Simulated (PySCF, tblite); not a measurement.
# C9H7NSi: excited states

Aim: compute the excited states of C9H7NSi (`[C-]#[N+]c1cc([SiH3])c2c(c1)C=C2`).

Programs: tblite 0.8.0 and PySCF 2.14.0, with routines of our own; each step states its level. All values are computed. Atoms count from 0.

## Step 1: The starting structure

18 atoms, charge 0, multiplicity 1; geometry from: force field or distance geometry start.

## Step 2: Relaxing the molecule with GFN2-xTB

Job settings and geometry (Å):

```
{"job": {"kind": "relax", "xc": "GFN2-xTB", "basis": "xTB"}, "charge": 0, "multiplicity": 1}
C     -3.923100    -2.120600    -0.381300
N     -2.963000    -1.487100    -0.259000
C     -1.781900    -0.756900    -0.088700
C     -0.552100    -1.229500    -0.454600
C      0.619400    -0.550200    -0.302400
Si     2.260900    -1.218900    -0.793800
C      0.589200     0.734500     0.216300
C     -0.634800     1.259800     0.593400
C     -1.816900     0.533900     0.443200
C      0.047500     2.491000     1.015100
C      1.232300     1.972800     0.648200
H     -0.527700    -2.243300    -0.859900
H      2.400900    -2.610800    -0.284100
H      3.344100    -0.427800    -0.147100
H      2.471900    -1.155100    -2.249400
H     -2.769000     0.987900     0.757300
H     -0.239500     3.448600     1.442300
H      2.232900     2.377900     0.692800
```

The run is started by

```bash
$ OMP_NUM_THREADS=1 python excited_run.py task.json out
```

This one command runs all jobs of the session in turn.

Log:

```text
step      E/eV     max force
  0    -742.76370    3.807
  1    -742.95867    3.867
  2    -743.12021    2.840
  3    -743.16207    1.344
  4    -743.20694    0.542
  5    -743.23664    0.535
  6    -743.26178    0.582
  7    -743.27491    0.272
  8    -743.28215    0.170
  9    -743.28716    0.146
 10    -743.29040    0.130
 11    -743.29283    0.095
 12    -743.29436    0.100
 13    -743.29546    0.077
 14    -743.29643    0.078
 15    -743.29717    0.063
 16    -743.29758    0.048
 17    -743.29784    0.046
 18    -743.29807    0.042
 19    -743.29830    0.041
 20    -743.29854    0.039
 21    -743.29880    0.041
 22    -743.29905    0.045
 23    -743.29924    0.031
 24    -743.29938    0.031
 25    -743.29953    0.030
 26    -743.29974    0.039
 27    -743.30002    0.045
 28    -743.30027    0.033
 29    -743.30044    0.032
 30    -743.30055    0.028
 31    -743.30066    0.025
 32    -743.30077    0.024
 33    -743.30088    0.026
 34    -743.30098    0.028
 35    -743.30105    0.020
 36    -743.30109    0.018
 37    -743.30112    0.016
 38    -743.30115    0.017
 39    -743.30120    0.018
 40    -743.30124    0.015
 41    -743.30126    0.011
 42    -743.30128    0.011
 43    -743.30129    0.011
 44    -743.30131    0.011
 45    -743.30133    0.013
 46    -743.30134    0.009
```

It took 0.36 s on 1 thread of Arm Neoverse V2, shared host.

Relaxation path: (not every step is listed)

| step | energy from step 0 (eV) | largest force (eV/Å) |
| --- | --- | --- |
| 0 | 0.0000 | 3.8072 |
| 1 | -0.1950 | 3.8666 |
| 2 | -0.3565 | 2.8402 |
| 3 | -0.3984 | 1.3444 |
| 4 | -0.4432 | 0.5422 |
| 5 | -0.4729 | 0.5355 |
| 6 | -0.4981 | 0.5824 |
| 7 | -0.5112 | 0.2719 |
| 8 | -0.5185 | 0.1695 |
| 11 | -0.5291 | 0.0946 |
| 14 | -0.5327 | 0.0784 |
| 17 | -0.5341 | 0.0457 |
| 20 | -0.5348 | 0.0387 |
| 23 | -0.5355 | 0.0309 |
| 26 | -0.5360 | 0.0393 |
| 29 | -0.5367 | 0.0318 |
| 32 | -0.5371 | 0.0237 |
| 35 | -0.5374 | 0.0205 |
| 38 | -0.5375 | 0.0174 |
| 41 | -0.5376 | 0.0112 |
| 42 | -0.5376 | 0.0111 |
| 43 | -0.5376 | 0.0107 |
| 44 | -0.5376 | 0.0114 |
| 45 | -0.5376 | 0.0126 |
| 46 | -0.5376 | 0.0094 |

Distances of close pairs at the start and the end, largest changes first:

| bond | before (Å) | after (Å) | change (Å) |
| --- | --- | --- | --- |
| C3–C4 | 1.363 | 1.427 | +0.064 |
| C7–C8 | 1.395 | 1.346 | -0.049 |
| C4–Si5 | 1.839 | 1.887 | +0.048 |
| C6–C7 | 1.384 | 1.428 | +0.044 |
| C6–C10 | 1.461 | 1.503 | +0.042 |
| N1–C2 | 1.399 | 1.360 | -0.039 |
| C2–C8 | 1.397 | 1.434 | +0.038 |
| C7–C9 | 1.469 | 1.506 | +0.037 |

The end geometry stands in the next job.

## Step 3: Vibrational analysis with GFN2-xTB

Job settings and geometry (Å):

```
{"job": {"kind": "ir", "xc": "GFN2-xTB", "basis": "xTB"}, "charge": 0, "multiplicity": 1}
C     -3.850204    -2.068139    -0.379616
N     -2.870720    -1.446075    -0.244271
C     -1.741778    -0.706869    -0.078760
C     -0.526177    -1.237010    -0.440714
C      0.700166    -0.522386    -0.294133
Si     2.349232    -1.280218    -0.810667
C      0.541085     0.719828     0.230347
C     -0.719022     1.275792     0.607772
C     -1.881169     0.609051     0.474595
C      0.007288     2.525363     1.031198
C      1.191251     2.000291     0.673969
H     -0.499659    -2.236905    -0.850358
H      2.387295    -2.666972    -0.343250
H      3.423976    -0.497963    -0.200681
H      2.447987    -1.238606    -2.271820
H     -2.857589     0.980742     0.744656
H     -0.319288     3.457023     1.450468
H      2.208567     2.339370     0.689609
```

Log:

```text
mode    cm-1     km/mol
  1      33.4      0.28
  2     103.6      0.95
  3     119.7      2.08
  4     126.0      1.27
  5     168.1      1.33
  6     244.9      3.49
  7     257.7      0.65
  8     340.7      1.46
  9     355.5      3.26
 10     407.6      2.47
 11     441.8      6.37
 12     451.7      2.92
 13     496.4     15.94
 14     543.4     35.56
 15     578.3     79.13
 16     582.0      0.12
 17     650.6     13.76
 18     700.8      0.07
 19     773.0    157.42
 20     781.4    189.75
 21     784.8    469.24
 22     788.3      7.85
 23     796.6     20.03
 24     841.1     24.59
 25     848.2     13.82
 26     869.9      0.34
 27     922.4      7.17
 28     947.4     13.40
 29    1022.4      0.81
 30    1046.0      2.10
 31    1103.1      5.08
 32    1161.3      1.33
 33    1190.7     10.21
 34    1210.1      5.80
 35    1320.2     12.26
 36    1385.5     10.92
 37    1477.1      3.06
 38    1570.2      2.31
 39    1627.6     11.58
 40    1694.8      7.52
 41    2192.2      1.97
 42    2253.4    336.17
 43    2263.9    245.68
 44    2274.7    273.19
 45    3077.9     20.57
 46    3093.1     21.63
 47    3136.9     18.46
 48    3155.1     47.65
```

It took 0.76 s on 1 thread of Arm Neoverse V2, shared host.

The strongest bands and the atoms that carry them (share of the mass-weighted mode):

| cm⁻¹ | km/mol | atoms |
| --- | --- | --- |
| 578 | 79.1 | H14 33 %, C4 27 %, H12 18 % |
| 773 | 157.4 | H13 57 %, H12 23 %, H14 15 % |
| 781 | 189.8 | H14 42 %, H12 34 %, H13 18 % |
| 785 | 469.2 | H12 37 %, H14 35 %, H13 18 % |
| 2253 | 336.2 | H14 94 % |
| 2264 | 245.7 | H12 95 % |
| 2275 | 273.2 | H13 97 % |
| 3155 | 47.6 | H17 49 %, H16 42 % |

## Step 4: Excited states: TDA PBE0/def2-SVP

The job, as its differences from that of step 3:

```diff
@@ -1,2 +1,2 @@
-{"job": {"kind": "ir", "xc": "GFN2-xTB", "basis": "xTB"}, "charge": 0, "multiplicity": 1}
+{"job": {"kind": "states", "xc": "PBE0", "basis": "def2-SVP", "tda": true, "soc": true, "nstates": 6, "ntriplets": 4, "nquad": 4}, "charge": 0, "multiplicity": 1}
 C     -3.850204    -2.068139    -0.379616
```

With the program's defaults for keys left out, this is: TDA PBE0/def2-SVP excited states, vertical, gas phase, spin-orbit mean-field couplings.

Log:

```text
coarse grid: 16800 points
cycle   1  E = -690.1576295736  dE =  2.001e+00  |g| = 3.454e-01  |ddm| = 5.290e+00
cycle   2  E = -690.1474116938  dE =  1.022e-02  |g| = 4.086e-01  |ddm| = 1.001e+00
cycle   3  E = -690.1859877488  dE = -3.858e-02  |g| = 1.330e-01  |ddm| = 5.594e-01
cycle   4  E = -690.1899886438  dE = -4.001e-03  |g| = 4.783e-02  |ddm| = 1.779e-01
cycle   5  E = -690.1904853221  dE = -4.967e-04  |g| = 1.829e-02  |ddm| = 6.393e-02
cycle   6  E = -690.1905707758  dE = -8.545e-05  |g| = 4.814e-03  |ddm| = 2.417e-02
cycle   7  E = -690.1905766831  dE = -5.907e-06  |g| = 1.623e-03  |ddm| = 7.387e-03
final grid: 161400 points
cycle   8  E = -690.2848303387  dE = -2.388e-05  |g| = 6.444e-03  |ddm| = 3.855e-02
cycle   9  E = -690.2848179410  dE =  1.240e-05  |g| = 9.253e-03  |ddm| = 2.097e-02
cycle  10  E = -690.2848412990  dE = -2.336e-05  |g| = 2.203e-03  |ddm| = 1.339e-02
cycle  11  E = -690.2848426458  dE = -1.347e-06  |g| = 3.885e-04  |ddm| = 2.659e-03
cycle  12  E = -690.2848426823  dE = -3.658e-08  |g| = 1.484e-04  |ddm| = 5.841e-04
cycle  13  E = -690.2848426867  dE = -4.353e-09  |g| = 5.793e-05  |ddm| = 1.500e-04
cycle  14  E = -690.2848426874  dE = -7.169e-10  |g| = 1.375e-05  |ddm| = 6.408e-05
converged SCF energy = -690.2848426874

Singlet excitations
state   eV       nm        f     d(h-e)  d(exc)  Lambda  PR(NTO)  |dmu|/D   mu/D   main configurations
  1   3.0425   407.5   0.01059   0.491   3.235   0.831   1.034    1.212    3.739   H->L 0.96
  2   4.3132   287.5   0.00290   0.336   3.227   0.696   2.005    0.892    3.981   H-1->L 0.50, H->L+1 0.49
  3   5.2712   235.2   0.00022   1.129   3.576   0.426   1.011    3.144    4.419   H-4->L 0.84, H-2->L 0.14
  4   5.3814   230.4   0.02125   0.536   4.270   0.775   1.840    1.324    6.189   H->L+2 0.65, H-3->L 0.33
  5   5.4536   227.3   0.00591   4.361   5.287   0.274   1.004                     H-2->L 0.85, H-4->L 0.13
  6   5.9154   209.6   0.76713   0.740   3.487   0.695   1.876                     H-1->L 0.39, H->L+1 0.38

Triplet excitations (Tamm-Dancoff)
state   eV     d(h-e)  d(exc)  Lambda  PR(NTO)   main configurations
  1   1.7468   0.286   2.971   0.832   1.070   H->L 0.95
  2   3.5359   0.056   3.015   0.715   1.756   H->L+1 0.66, H-1->L 0.28
  3   3.8432   0.185   2.756   0.761   1.836   H->L+2 0.56, H-3->L 0.30
  4   4.1479   0.432   3.178   0.679   1.683   H-1->L 0.70, H->L+1 0.28
S1 - T1 = 1.2957 eV

Spin-orbit couplings |<S|Hso|T>| (cm-1)
             T1       T2       T3       T4
S0        0.070    0.063    0.069    0.294
S1        0.016    0.133    0.157    0.097
S2        0.112    0.020    0.084    0.013
S3        1.064    0.886    3.317    1.458
S4        0.122    0.132    0.066    0.149
S5        1.305    0.216    1.210    0.341
S6        0.134    0.228    0.286    0.143
T1 sublevels (cm-1): 0.000 0.000 0.000   radiative rates (1/s): 0.00139 0.000278 3.74e-05
```

It took 50 s on 1 thread of Arm Neoverse V2, shared host; peak memory 0.85 GiB.

In short:

| quantity | value |
| --- | --- |
| S1 less T1 | 1.30 eV |

## Step 5: Results

| quantity | value |
| --- | --- |
| strongest single infrared mode (GFN2-xTB) | 785 cm⁻¹, 469 km/mol |
| zero-point energy (GFN2-xTB) | 74.6 kcal/mol |
| S1 less T1 (step 4, TDA PBE0/def2-SVP) | 1.30 eV |

No mode is imaginary among the 48: a minimum at this level. GFN2-xTB is a fitted tight-binding method: band positions and strengths are rough. Its intensities can rank the bands wrongly. In step 4, the number of triplets below S1 is 1, and the largest singlet-triplet spin-orbit coupling is S3–T3, 3.32 cm⁻¹.
